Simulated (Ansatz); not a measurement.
# Al2Cu: one candidate structure

Where does Al2Cu go from the start given, structure listed in a database for this formula (I4/mcm, No. 140)?

Program: Ansatz 0.2.0. Level of theory: DFT r2SCAN, scalar-relativistic, plane waves, PAW. These are calculated values, not measurements.

## (1) The starting structure

The structure is tetragonal, space group I4/mcm (No. 140). Conventional cell: a = 5.998 Å, b = 5.998 Å, c = 4.785 Å, α = 90.00°, β = 90.00°, γ = 90.00°. Around Al (site symmetry m2m) lie 4 Cu at 2.56 Å and 3 Al at 2.69 to 2.85 Å. Cu (site symmetry 422) has 2 Cu at 2.39 Å and 8 Al at 2.56 Å as nearest neighbours.

Coordinates:

```
Al Cu
1.0
    -2.99890    2.99890    2.39274
     2.99890   -2.99890    2.39274
     2.99890    2.99890   -2.39274
Al Cu
4 2
Direct
  0.84139 0.65861 0.50000
  0.65861 0.15861 0.81721
  0.34139 0.84139 0.18279
  0.15861 0.34139 0.50000
  0.25000 0.25000 0.00000
  0.75000 0.75000 0.00000
```

## (2) Quick check of gap, pressure and forces

input.yaml reads:

```yaml
crystal:
  lattice:
    - [-2.9988978291, 2.9988978291, 2.3927372905]
    - [2.9988978291, -2.9988978291, 2.3927372905]
    - [2.9988978291, 2.9988978291, -2.3927372905]
  atoms:
    - { symbol: Al, position: [0.84139308, 0.65860692, 0.5] }
    - { symbol: Al, position: [0.65860692, 0.15860692, 0.81721383] }
    - { symbol: Al, position: [0.34139308, 0.84139308, 0.18278617] }
    - { symbol: Al, position: [0.15860692, 0.34139308, 0.5] }
    - { symbol: Cu, position: [0.25, 0.25, 0.0] }
    - { symbol: Cu, position: [0.75, 0.75, 0.0] }
basis:
  ecutwfc: 500
kpoints:
  mp_grid: { grid: [6, 6, 6] }
hamiltonian:
  xc: r2scan
scf:
  occupations: { method: gaussian, width: 0.1 }
  lower_state_search: "off"
output:
  forces: true
  stress: true
  eigenvalues: true
```

Launch:

```console
> ansatz run input.yaml --threads 1 --pin off --max-ram 2560MiB --backend cpu --events-out ev --progress --plain --runs-dir out
```

Output, shortened:

```text
[...]
SCF converged after 9 iterations
Free energy (F): -15425.129345 eV
[...]
E sigma→0 (E₀):  -15425.121639 eV
Entropy (-TS):   -0.015411 eV (-2.568 meV/atom)
Fermi energy:    10.842681 eV
[...]
--- Forces (eV/Å), atoms counted from 1 ---
  atom   1  Al     0.03453667    -0.03453667     0.00000000
  atom   2  Al     0.03453667     0.03453667     0.00000000
  atom   3  Al    -0.03453667    -0.03453667     0.00000000
  atom   4  Al    -0.03453667     0.03453667     0.00000000
  atom   5  Cu    -0.00000000     0.00000000     0.00000000
  atom   6  Cu    -0.00000000     0.00000000     0.00000000
[...]
--- Stress (GPa, compression-positive) ---
       -0.683420      -0.000000      -0.000000
       -0.000000      -0.683420       0.000000
       -0.000000       0.000000       2.493869
  P = ⅓ Tr σ = 0.3757 GPa (3.757 kbar)
--- Band table (eV; the first three rows and the last of 30) ---
[...]
```

Run time: 6.2 s. Hardware: 1 thread of Intel Xeon 6975P-C (Granite Rapids), shared host; peak memory 0.64 GiB.

Read-out: pressure 0.4 GPa, largest force 0.05 eV/Å, gap on this mesh none (metal). The gap decides the next run's mesh: 10×10×10 points.

## (3) Relaxing cell and atoms

input.yaml: that of step 2 with these lines changed.

```diff
@@ -15,3 +15,3 @@
 kpoints:
-  mp_grid: { grid: [6, 6, 6] }
+  mp_grid: { grid: [10, 10, 10] }
 hamiltonian:
@@ -20,3 +20,2 @@
   occupations: { method: gaussian, width: 0.1 }
-  lower_state_search: "off"
 output:
@@ -25 +24,6 @@
   eigenvalues: true
+relax:
+  adjacent_minimum: "off"
+  f_tol: 0.01
+  max_steps: 80
+  cell: { stress_tol: 0.05 }
```

Launch:

```console
> ansatz run input.yaml --threads 1 --pin off --max-ram 2560MiB --backend cpu --events-out ev --progress --plain --runs-dir out
```

Output:

```text
Warning: RAYON_NUM_THREADS=1 ignored (pool sized by the plan → 1); use --threads N
Engine: ansatz 0.2.0, x86_64-unknown-linux-gnu
Pseudopotentials: kind: paw
Pseudopotential: Al, paw, valence charge 3, recommended cutoff 500 eV (meta_gga), Al.paw.azcp
Pseudopotential: Cu, paw, valence charge 19, recommended cutoff 500 eV (meta_gga), Cu.paw.azcp
Functional definition: r2SCAN
  parameter k0 = 0.174
  parameter k1 = 0.065
  parameter a1 = 4.9479
  exchange = r2scan_x(k0 = k0, k1 = k1, a1 = a1)
  correlation = r2scan_c
Crystal: 6 atoms, lattice volume = 86.075 Å³
Basis set: ecut = 500 eV, 2161 PW (Γ), exchange–correlation on 144×144×144 points (64 copies of the dense FFT grid, shifted against one another)
Bands: 31, of which v1, the nominal top of the filled ones, is band 25 counted from 1 (24 counted from 0)
Symmetry: 16 space group operations
Space group: I4/mcm (ITA 140), of the structure as read, at distance tolerance 4.4e-5 Å
k-points: 102 of 1000
Non-local potential: Al, projectors of the file, l = 0: 2, l = 1: 2, l = 2: 1
Non-local potential: Cu, projectors of the file, l = 0: 3, l = 1: 2, l = 2: 3, l = 3: 1
PAW form: soft (Blöchl's): semilocal exchange-correlation on the pseudo side does not see the compensation charge
PAW frozen core: Al, regenerated for the run's functional (the file was generated under x = pbe(κ = 0.804, μ = 0.2195149727645171), c = pbe(β = 0.06672455060314922))
PAW frozen core: Cu, regenerated for the run's functional (the file was generated under x = pbe(κ = 0.804, μ = 0.2195149727645171), c = pbe(β = 0.06672455060314922))
PAW one-centre angular grid: Al, 302 points (default); XC on 160 Gauss nodes
PAW one-centre angular grid: Cu, 590 points (default); XC on 160 Gauss nodes
Initial density: superposition of atomic densities (neutral atoms: chi_scale 0, normalization atom), corrected by the library's trained network
Initial wavefunctions: pseudopotential atomic-orbital guess
Functional: x = r2scan, c = r2scan; τ floored in thin density (d = 2e-4 eV/Å³)
SCF iter   1: F=—  HF=-15425.135187 eV  |F-HF|=—  |Δ(HF+E_count)|=         —  Δρ=2.96e-2  dr2=5.80e-1  dr2_τ=2.00e-2  ethr=1.77e-3  ⟨swp⟩=7.8  Hψ=15782  notcnv=0
preconditioner: auto → Kerker (q_TF=auto, 2.492 Å⁻¹)  [metal: Δε(μ)=0.002 eV  Ē_g=7.974 eV  σ=0.100 eV  W_gap=0.01  n_scr=16 (ndim 8)  ℏωp=23.3 eV  f_vac=0.000  D(μ)=1.83/eV (n_scr^D=12)]
SCF iter   2: F=—  HF=-15425.169247 eV  |F-HF|=—  |Δ(HF+E_count)|=   3.41e-2  Δρ=2.30e-2  dr2=2.32e-1  dr2_τ=2.89e-3  ethr=1.16e-3  ⟨swp⟩=2.0  Hψ=5904  notcnv=0  defer=130
SCF iter   3: F=—  HF=-15425.096563 eV  |F-HF|=—  |Δ(HF+E_count)|=   7.27e-2  Δρ=5.99e-3  dr2=4.32e-2  dr2_τ=7.70e-5  ethr=4.64e-4  ⟨swp⟩=2.0  Hψ=5025  notcnv=0  defer=130
SCF iter   4: F=—  HF=-15425.087074 eV  |F-HF|=—  |Δ(HF+E_count)|=   9.49e-3  Δρ=1.82e-3  dr2=2.13e-3  dr2_τ=1.76e-5  ethr=8.63e-5  ⟨swp⟩=1.0  Hψ=3983  notcnv=0  defer=127
SCF iter   5: F=—  HF=-15425.087478 eV  |F-HF|=—  |Δ(HF+E_count)|=   4.04e-4  Δρ=6.68e-4  dr2=7.48e-4  dr2_τ=1.99e-6  ethr=4.26e-6  ⟨swp⟩=2.0  Hψ=4253  notcnv=0  defer=127
SCF iter   6: F=—  HF=-15425.087312 eV  |F-HF|=—  |Δ(HF+E_count)|=   1.66e-4  Δρ=3.21e-4  dr2=8.52e-5  dr2_τ=1.89e-7  ethr=1.50e-6  ⟨swp⟩=2.5  Hψ=4561  notcnv=0  defer=127
SCF iter   7: F=—  HF=-15425.087307 eV  |F-HF|=—  |Δ(HF+E_count)|=   4.49e-6  Δρ=5.90e-5  dr2=1.97e-6  dr2_τ=1.16e-8  ethr=1.70e-7  ⟨swp⟩=2.3  Hψ=4293  notcnv=0  defer=127
SCF iter   8: F=-15425.087307 eV  HF=-15425.087307 eV  |F-HF|=7.34e-8  |Δ(HF+E_count)|=   2.03e-8  Δρ=9.95e-6  dr2=9.81e-8  dr2_τ=4.01e-10  ethr=2.00e-10  ⟨swp⟩=7.2  Hψ=14559  notcnv=0
SCF 1 converged in 8 iterations: F = -15425.087307 eV  dr2 = 9.81e-8
relax step   1: F+E_penalty+E_count = -15425.08730740 eV  Δ(F+E_penalty+E_count) = +0.000e0 eV  max|allowed force component| = 2.770e-2 eV/Å  Δτ_max = 0.0000 Å  P = +0.379 GPa  Ω = 86.075 Å³  (8 SCF iters, dr2 threshold 1.00e-7 eV, accepted)
Crystal: 6 atoms, lattice volume = 86.343 Å³
Initial density: handed on by an earlier stage of this run
Initial wavefunctions: those handed on with the density
iter 1 solved again at ethr=2.08e-6 eV; its pass at ethr=3.10e-3 eV (dr2=1.04e-3 eV) is discarded
SCF iter   1: F=—  HF=-15425.088249 eV  |F-HF|=—  |Δ(HF+E_count)|=         —  Δρ=1.16e-3  dr2=9.86e-4  dr2_τ=3.09e-4  ethr=2.08e-6  ⟨swp⟩=2.8  Hψ=16017  notcnv=0
preconditioner: auto → Kerker (q_TF=auto, 2.491 Å⁻¹)  [metal: Δε(μ)=0.044 eV  Ē_g=7.731 eV  σ=0.100 eV  W_gap=0.24  n_scr=16 (ndim 8)  ℏωp=23.3 eV  f_vac=0.000  D(μ)=1.86/eV (n_scr^D=12)]
SCF iter   2: F=—  HF=-15425.088666 eV  |F-HF|=—  |Δ(HF+E_count)|=   4.17e-4  Δρ=1.05e-3  dr2=4.58e-4  dr2_τ=4.59e-6  ethr=1.97e-6  ⟨swp⟩=2.0  Hψ=5067  notcnv=0
SCF iter   3: F=—  HF=-15425.088531 eV  |F-HF|=—  |Δ(HF+E_count)|=   1.35e-4  Δρ=2.21e-4  dr2=8.69e-5  dr2_τ=1.57e-7  ethr=9.16e-7  ⟨swp⟩=2.0  Hψ=4618  notcnv=0
SCF iter   4: F=—  HF=-15425.088517 eV  |F-HF|=—  |Δ(HF+E_count)|=   1.39e-5  Δρ=1.02e-4  dr2=8.06e-6  dr2_τ=1.14e-7  ethr=1.74e-7  ⟨swp⟩=2.5  Hψ=4614  notcnv=0
SCF iter   5: F=—  HF=-15425.088518 eV  |F-HF|=—  |Δ(HF+E_count)|=   5.25e-7  Δρ=7.47e-5  dr2=2.85e-6  dr2_τ=6.42e-9  ethr=1.61e-8  ⟨swp⟩=2.4  Hψ=4787  notcnv=0
SCF iter   6: F=-15425.088517 eV  HF=-15425.088517 eV  |F-HF|=6.45e-8  |Δ(HF+E_count)|=   5.13e-7  Δρ=9.86e-6  dr2=1.49e-7  dr2_τ=4.53e-10  ethr=1.20e-9  ⟨swp⟩=2.9  Hψ=12066  notcnv=0
SCF 2 converged in 6 iterations: F = -15425.088517 eV  dr2 = 1.49e-7
relax step   2: F+E_penalty+E_count = -15425.08851717 eV  Δ(F+E_penalty+E_count) = -1.210e-3 eV  max|allowed force component| = 2.634e-3 eV/Å  Δτ_max = 0.0051 Å  P = +0.045 GPa  Ω = 86.343 Å³  energy of the carried Pulay correction = -4.794e-5 eV  (6 SCF iters, dr2 threshold 6.00e-7 eV, accepted)
Crystal: 6 atoms, lattice volume = 86.429 Å³
Basis set: ecut = 500 eV, 2177 PW (Γ), exchange–correlation on 144×144×144 points (64 copies of the dense FFT grid, shifted against one another)
iter 1 solved again at ethr=1.86e-7 eV; its pass at ethr=3.10e-3 eV (dr2=9.30e-5 eV) is discarded
SCF iter   1: F=—  HF=-15425.088561 eV  |F-HF|=—  |Δ(HF+E_count)|=         —  Δρ=3.77e-4  dr2=8.37e-5  dr2_τ=2.48e-4  ethr=1.86e-7  ⟨swp⟩=2.0  Hψ=15703  notcnv=0
preconditioner: auto → Kerker (q_TF=auto, 2.490 Å⁻¹)  [metal: Δε(μ)=0.017 eV  Ē_g=7.716 eV  σ=0.100 eV  W_gap=0.09  n_scr=16 (ndim 8)  ℏωp=23.3 eV  f_vac=0.000  D(μ)=1.86/eV (n_scr^D=12)]
SCF iter   2: F=—  HF=-15425.088871 eV  |F-HF|=—  |Δ(HF+E_count)|=   3.09e-4  Δρ=3.00e-4  dr2=4.33e-5  dr2_τ=5.09e-7  ethr=1.67e-7  ⟨swp⟩=2.0  Hψ=5723  notcnv=0
SCF iter   3: F=—  HF=-15425.088862 eV  |F-HF|=—  |Δ(HF+E_count)|=   8.56e-6  Δρ=1.31e-4  dr2=1.36e-5  dr2_τ=6.68e-8  ethr=8.66e-8  ⟨swp⟩=2.0  Hψ=4548  notcnv=0
SCF iter   4: F=—  HF=-15425.088862 eV  |F-HF|=—  |Δ(HF+E_count)|=   1.58e-7  Δρ=4.99e-5  dr2=1.78e-6  dr2_τ=1.56e-8  ethr=2.72e-8  ⟨swp⟩=2.4  Hψ=4626  notcnv=0
SCF iter   5: F=—  HF=-15425.088862 eV  |F-HF|=—  |Δ(HF+E_count)|=   1.46e-7  Δρ=2.83e-5  dr2=5.48e-7  dr2_τ=1.86e-9  ethr=3.57e-9  ⟨swp⟩=1.6  Hψ=4076  notcnv=0
SCF iter   6: F=-15425.088862 eV  HF=-15425.088862 eV  |F-HF|=3.59e-9  |Δ(HF+E_count)|=   6.73e-8  Δρ=3.62e-6  dr2=7.92e-9  dr2_τ=5.79e-11  ethr=6.34e-10  ⟨swp⟩=4.1  Hψ=9827  notcnv=0
SCF 3 converged in 6 iterations: F = -15425.088862 eV  dr2 = 7.92e-9
relax step   3: F+E_penalty+E_count = -15425.08886201 eV  Δ(F+E_penalty+E_count) = -3.448e-4 eV  max|allowed force component| = 2.425e-3 eV/Å  Δτ_max = 0.0013 Å  P = -0.061 GPa  Ω = 86.429 Å³  energy of the carried Pulay correction = -6.319e-5 eV  (6 SCF iters, dr2 threshold 3.17e-7 eV, accepted)
Crystal: 6 atoms, lattice volume = 86.356 Å³
iter 1 solved again at ethr=1.40e-7 eV; its pass at ethr=3.10e-3 eV (dr2=6.98e-5 eV) is discarded
SCF iter   1: F=—  HF=-15425.088869 eV  |F-HF|=—  |Δ(HF+E_count)|=         —  Δρ=3.31e-4  dr2=6.63e-5  dr2_τ=2.32e-5  ethr=1.40e-7  ⟨swp⟩=2.5  Hψ=15636  notcnv=0
preconditioner: auto → Kerker (q_TF=auto, 2.491 Å⁻¹)  [metal: Δε(μ)=0.012 eV  Ē_g=7.712 eV  σ=0.100 eV  W_gap=0.07  n_scr=16 (ndim 8)  ℏωp=23.3 eV  f_vac=0.000  D(μ)=1.85/eV (n_scr^D=12)]
SCF iter   2: F=—  HF=-15425.088909 eV  |F-HF|=—  |Δ(HF+E_count)|=   3.95e-5  Δρ=2.95e-4  dr2=3.82e-5  dr2_τ=4.22e-7  ethr=1.33e-7  ⟨swp⟩=2.0  Hψ=5506  notcnv=0
SCF iter   3: F=—  HF=-15425.088894 eV  |F-HF|=—  |Δ(HF+E_count)|=   1.49e-5  Δρ=4.64e-5  dr2=2.00e-6  dr2_τ=1.50e-8  ethr=7.65e-8  ⟨swp⟩=2.0  Hψ=4508  notcnv=0
SCF iter   4: F=—  HF=-15425.088889 eV  |F-HF|=—  |Δ(HF+E_count)|=   4.95e-6  Δρ=2.25e-5  dr2=2.21e-7  dr2_τ=5.10e-9  ethr=4.01e-9  ⟨swp⟩=2.0  Hψ=4333  notcnv=0
SCF iter   5: F=—  HF=-15425.088889 eV  |F-HF|=—  |Δ(HF+E_count)|=   1.89e-7  Δρ=2.19e-5  dr2=2.17e-7  dr2_τ=3.63e-10  ethr=4.42e-10  ⟨swp⟩=2.1  Hψ=4603  notcnv=0
SCF iter   6: F=-15425.088889 eV  HF=-15425.088889 eV  |F-HF|=4.73e-11  |Δ(HF+E_count)|=   1.15e-8  Δρ=2.90e-6  dr2=4.71e-9  dr2_τ=4.08e-11  ethr=3.29e-11  ⟨swp⟩=3.0  Hψ=12520  notcnv=0
SCF 4 converged in 6 iterations: F = -15425.088889 eV  dr2 = 4.71e-9
relax step   4: F+E_penalty+E_count = -15425.08888932 eV  Δ(F+E_penalty+E_count) = -2.731e-5 eV  max|allowed force component| = 1.424e-3 eV/Å  Δτ_max = 0.0008 Å  P = +0.040 GPa  Ω = 86.356 Å³  energy of the carried Pulay correction = -5.012e-5 eV  (6 SCF iters, dr2 threshold 1.65e-8 eV, accepted)
Initial wavefunctions: pseudopotential atomic-orbital guess (no wavefunctions were taken with the density)
iter 1 solved again at ethr=7.93e-7 eV; its pass at ethr=3.10e-3 eV (dr2=3.97e-4 eV) is discarded
SCF iter   1: F=—  HF=-15425.088935 eV  |F-HF|=—  |Δ(HF+E_count)|=         —  Δρ=3.78e-5  dr2=3.81e-8  dr2_τ=2.33e-8  ethr=7.93e-7  ⟨swp⟩=2.0  Hψ=20987  notcnv=0
eigensolver tolerance schedule: the retry pair's looser diagonalisation over-reported the residual by 10418.96 of it (diagonalisation noise at an unbounded share of the residual, at the tolerance the schedule requests for it); recorded, not acted on — ethr = c·dr2/N_el stays at c = 1.0e-1
preconditioner: auto → Kerker (q_TF=auto, 2.491 Å⁻¹)  [metal: Δε(μ)=0.013 eV  Ē_g=7.714 eV  σ=0.100 eV  W_gap=0.07  n_scr=16 (ndim 8)  ℏωp=23.3 eV  f_vac=0.000  D(μ)=1.85/eV (n_scr^D=12)]
SCF iter   2: F=—  HF=-15425.088938 eV  |F-HF|=—  |Δ(HF+E_count)|=   3.70e-6  Δρ=1.97e-5  dr2=1.82e-8  dr2_τ=2.73e-8  ethr=7.61e-11  ⟨swp⟩=2.7  Hψ=6212  notcnv=0
SCF iter   3: F=—  HF=-15425.088940 eV  |F-HF|=—  |Δ(HF+E_count)|=   1.36e-6  Δρ=9.50e-6  dr2=4.92e-8  dr2_τ=6.23e-10  ethr=3.64e-11  ⟨swp⟩=2.0  Hψ=5725  notcnv=0  recentre
SCF iter   4: F=—  HF=-15425.088940 eV  |F-HF|=—  |Δ(HF+E_count)|=   6.36e-9  Δρ=6.42e-7  dr2=1.96e-10  dr2_τ=5.60e-11  ethr=3.64e-11  ⟨swp⟩=2.3  Hψ=5092  notcnv=0
SCF iter   5: F=—  HF=-15425.088940 eV  |F-HF|=—  |Δ(HF+E_count)|=  5.09e-10  Δρ=5.43e-7  dr2=2.45e-10  dr2_τ=3.13e-12  ethr=1.00e-12  ⟨swp⟩=4.5  Hψ=10940  notcnv=0
SCF iter   6: F=-15425.088940 eV  HF=-15425.088940 eV  |F-HF|=1.55e-10  |Δ(HF+E_count)|=  1.20e-10  Δρ=2.20e-7  dr2=1.01e-11  dr2_τ=4.28e-12  ethr=1.00e-12  ⟨swp⟩=3.0  Hψ=11683  notcnv=0
SCF 5 converged in 6 iterations: F = -15425.088940 eV  dr2 = 1.01e-11
relax step   5: F+E_penalty+E_count = -15425.08893959 eV  Δ(F+E_penalty+E_count) = -5.027e-5 eV  max|allowed force component| = 1.417e-3 eV/Å  Δτ_max = 0.0000 Å  P = +0.041 GPa  Ω = 86.356 Å³  stress off target by 4.13e-2 GPa  SCF on the basis re-selected at this cell (its energy is not comparable with the rows above)  (6 SCF iters)
basis re-selected at this cell: Δ(F+E_penalty+E_count) = -5.027e-5 eV, ΔP = +0.000 GPa vs the last step (what re-selecting the basis moved, of the pressure what is left beyond the Pulay correction that the steps carried, after the strain that the cell walked since its last selection, with what the two solves' SCF thresholds leave and, on support functions, any second-order correction that the steps lacked; it is no measure of the basis error at this ecutwfc). This SCF's stress stands 4.13e-2 GPa from its target on what of the cell is left free (relax.cell.stress_tol is 5.00e-2 GPa) and its largest allowed force component is 1.42e-3 eV/Å (relax.f_tol is 1.00e-2 eV/Å): within both
SCF converged after 6 iterations
Free energy (F): -15425.088940 eV
Harris-Foulkes:  -15425.088940 eV  (|F-HF|=1.55e-10)
Internal energy: -15425.079668 eV  (E = F + TS)
E sigma→0 (E₀):  -15425.084304 eV
Entropy (-TS):   -0.009272 eV (-1.545 meV/atom)
Fermi energy:    10.787726 eV
--- Per-component energies (eV) ---
  E_band       = -966.878740
  E_kinetic    = 693.871178
  E_local      = -12381.157758  (includes V_loc(G=0)·N_el)
  E_nonlocal   = 815.777178
  E_hartree    = 5618.062124
  E_xc         = -317.834542
  E_vxc        = -380.618729  (∫ρ·V_xc dr)
  E_paw        = -5237.348825  (= ΣΔE_a)
  E_vpaw       = -975.148625  (= ΣTr[D̂ρ^β])
  E_aug_tail   = 0.000288  (compensation charges beyond the density's cutoff)
  E_vtau       = 24.273179  (kinetic-family band-sum trace: ∫τ·v_τ [+ j·A + Jᵃ·Aᵃ] dr)
  E_ewald      = -4615.606662
  E_core_change = -0.842648  (= ΣΔE_core)
  E_smearing   = -0.009272  (= −TS)
  E_closure    = 0.000000  (closes the sum)
  Σ components = -15425.088940   (vs F -15425.088940, Δ=0.00e0)
--- Forces (eV/Å), atoms counted from 1 ---
  atom   1  Al    -0.00141693     0.00141693    -0.00000000
  atom   2  Al    -0.00141693    -0.00141693     0.00000000
  atom   3  Al     0.00141693     0.00141693     0.00000000
  atom   4  Al     0.00141693    -0.00141693    -0.00000000
  atom   5  Cu     0.00000000     0.00000000     0.00000000
  atom   6  Cu     0.00000000     0.00000000     0.00000000
  max |Σ_I F_I| component: 6.94e-18 eV/Å
--- Stress (GPa, compression-positive) ---
        0.040657       0.000000       0.000000
        0.000000       0.040657       0.000000
        0.000000       0.000000       0.041301
  P = ⅓ Tr σ = 0.0409 GPa (0.409 kbar)
--- Band table (eV; the first three rows and the last of 102) ---
  k-point 0: bands = ["-106.9414", "-106.9307", "-62.7630", "-62.7630", "-62.7549", "-62.7522", "-62.7522", "-62.6408", "-0.8861", "5.0815", "5.3024", "5.3024", "5.3556", "6.3027", "6.4340", "6.7993", "7.1117", "7.3945", "7.3945", "7.5149", "7.5149", "8.6600", "9.2151", "9.3719", "9.3719", "9.8345", "10.7668", "10.8347", "12.5427", "12.5427", "12.5821"]
  k-point 1: bands = ["-106.9414", "-106.9307", "-62.7630", "-62.7630", "-62.7549", "-62.7522", "-62.7522", "-62.6408", "-0.7972", "4.9339", "5.2805", "5.3240", "5.3297", "6.2486", "6.4494", "6.7581", "6.8816", "7.0194", "7.3937", "7.3945", "7.6406", "9.0302", "9.0384", "9.1165", "9.4938", "10.0573", "11.0327", "11.2453", "12.7554", "12.7935", "12.8323"]
  k-point 2: bands = ["-106.9414", "-106.9307", "-62.7631", "-62.7630", "-62.7550", "-62.7522", "-62.7522", "-62.6408", "-0.5315", "4.2517", "5.2297", "5.3471", "5.4069", "6.1365", "6.3795", "6.4948", "6.5686", "6.9206", "7.3918", "7.3945", "7.9559", "8.5108", "8.6304", "9.3004", "9.7328", "10.1506", "12.1006", "12.2068", "13.2825", "13.3823", "13.4017"]
  k-point 101: bands = ["-106.9414", "-106.9307", "-62.7631", "-62.7631", "-62.7550", "-62.7522", "-62.7522", "-62.6408", "3.2379", "3.2439", "3.4211", "3.4211", "4.9653", "5.6298", "5.6298", "5.9361", "6.0903", "6.4076", "6.4079", "6.7602", "7.2427", "7.3870", "7.3870", "8.8675", "13.6029", "13.8554", "13.8554", "14.3260", "15.5368", "15.9643", "15.9643"]
--- Relaxed structure (4 steps of the walk, 4 accepted, 1 SCFs on fresh bases) ---
  F+E_penalty+E_count = -15425.08893959 eV   max|allowed force component| = 1.417e-3 eV/Å   (the final SCF, on the basis selected at the relaxed cell)
  cell:  # Å, volume = 86.3556 Å³
    - [-2.995411414111449, 2.995411414111449, 2.406121025169251]
    - [2.995411414111449, -2.995411414111449, 2.406121025169251]
    - [2.995411414111449, 2.995411414111449, -2.406121025169251]
  atoms:
    - { symbol: Al, position: [0.840539359460118, 0.6594606405398815, 0.49999999999999994] }
    - { symbol: Al, position: [0.6594606405398817, 0.1594606405398817, 0.8189212810797635] }
    - { symbol: Al, position: [0.34053935946011815, 0.8405393594601182, 0.18107871892023644] }
    - { symbol: Al, position: [0.15946064053988174, 0.3405393594601182, 0.49999999999999994] }
    - { symbol: Cu, position: [0.24999999999999997, 0.24999999999999997, 6.0255591346754016e-21] }
    - { symbol: Cu, position: [0.75, 0.75, 6.025559134675409e-21] }
```

Wall time 71 s (1 thread of Intel Xeon 6975P-C (Granite Rapids), shared host); peak memory 0.8 GiB.

Step by step:

| step | E - E(step 1) (eV/cell) | largest force component (eV/Å) | pressure (GPa) | volume (Å³) |
| --- | --- | --- | --- | --- |
| 1 | 0.0000 | 0.0277 | 0.38 | 86.08 |
| 2 | -0.0012 | 0.0026 | 0.05 | 86.34 |
| 3 | -0.0016 | 0.0024 | -0.06 | 86.43 |
| 4 | -0.0016 | 0.0014 | 0.04 | 86.36 |
| 5 | -0.0016 | 0.0014 | 0.04 | 86.36 |

Step 1 is the start. Step 5 repeats the geometry before it on a plane-wave basis chosen anew for that cell, so its energy need not be comparable with the rows above.

Lengths and angles in the start's conventional setting:

|  | before | after | change |
| --- | --- | --- | --- |
| a (Å) | 5.998 | 5.991 | -0.1 % |
| b (Å) | 5.998 | 5.991 | -0.1 % |
| c (Å) | 4.785 | 4.812 | +0.6 % |
| volume (Å³/atom) | 14.35 | 14.39 | +0.3 % |
| shortest distance (Å) | 2.393 | 2.406 | +0.6 % |
| space group (0.01 Å) | I4/mcm | I4/mcm | same |

Forces and stress were held to the start's 16 operations: a distortion of lower symmetry was not tested.

## (4) Results

Formation energies count from the elements, computed with the same settings in runs not shown here.

| quantity | value |
| --- | --- |
| cell (conventional) | a = 5.991 Å, b = 5.991 Å, c = 4.812 Å, α = 90.00°, β = 90.00°, γ = 90.00° |
| space group | I4/mcm (No. 140) |
| volume | 14.39 Å³/atom |
| gap on the mesh | none (metal) |
| formation energy from the elements | -0.160 eV/atom |

In words: The space group stayed I4/mcm, and from the first guess the volume went from 14.35 to 14.39 Å³/atom. With -0.16 eV/atom it lies under the elements, which doesn't yet make it stable against other compounds of them.
